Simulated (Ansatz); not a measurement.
# BaSc: the cost of one run

Computed with Ansatz 0.2.0 (DFT PBE, scalar-relativistic, plane waves, PAW, unless a step's input says otherwise).

### 1 Starting point

Symmetry: Pm-3m, No. 221, cubic system. Conventional cell: a = 3.882 Å, b = 3.882 Å, c = 3.882 Å, α = 90.00°, β = 90.00°, γ = 90.00°. Ba (site symmetry m-3m) is surrounded by 8 Sc at 3.36 Å. Around Sc (site symmetry m-3m) lie 8 Ba at 3.36 Å.

Structure file:

```
Ba Sc
1.0
     3.88189    0.00000    0.00000
     0.00000    3.88189    0.00000
     0.00000    0.00000    3.88189
Ba Sc
1 1
Direct
  0.00000 0.00000 0.00000
  0.50000 0.50000 0.50000
```

This is candidate A: caesium chloride type (Pm-3m, No. 221).

(A quick probe on a coarse mesh, which set the mesh and smearing, is not shown.)

### 3 Rough relaxation on the coarse mesh (candidate A)

The input, input.yaml:

```yaml
crystal:
  lattice:
    - [3.8818942149, 0.0, 0.0]
    - [0.0, 3.8818942149, 0.0]
    - [0.0, 0.0, 3.8818942149]
  atoms:
    - { symbol: Ba, position: [0.0, 0.0, 0.0] }
    - { symbol: Sc, position: [0.5, 0.5, 0.5] }
basis:
  ecutwfc: 420
kpoints:
  mp_grid: { grid: [4, 4, 4] }
hamiltonian:
  xc: pbe
scf:
  occupations: { method: gaussian, width: 0.1 }
  lower_state_search: "off"
output:
  forces: true
  stress: true
  eigenvalues: true
relax:
  adjacent_minimum: "off"
  f_tol: 0.04
  max_steps: 70
  cell: { stress_tol: 0.4 }
```

On the command line:

```bash
$ ansatz run input.yaml --threads 1 --pin off --max-ram 2560MiB --backend cpu --events-out ev --progress --plain --runs-dir out
```

Q: Estimate wall time and peak memory on 1 thread of AMD EPYC 7R43 (Zen 3), shared host.

About 6.7 s, with a peak of 0.38 GiB.
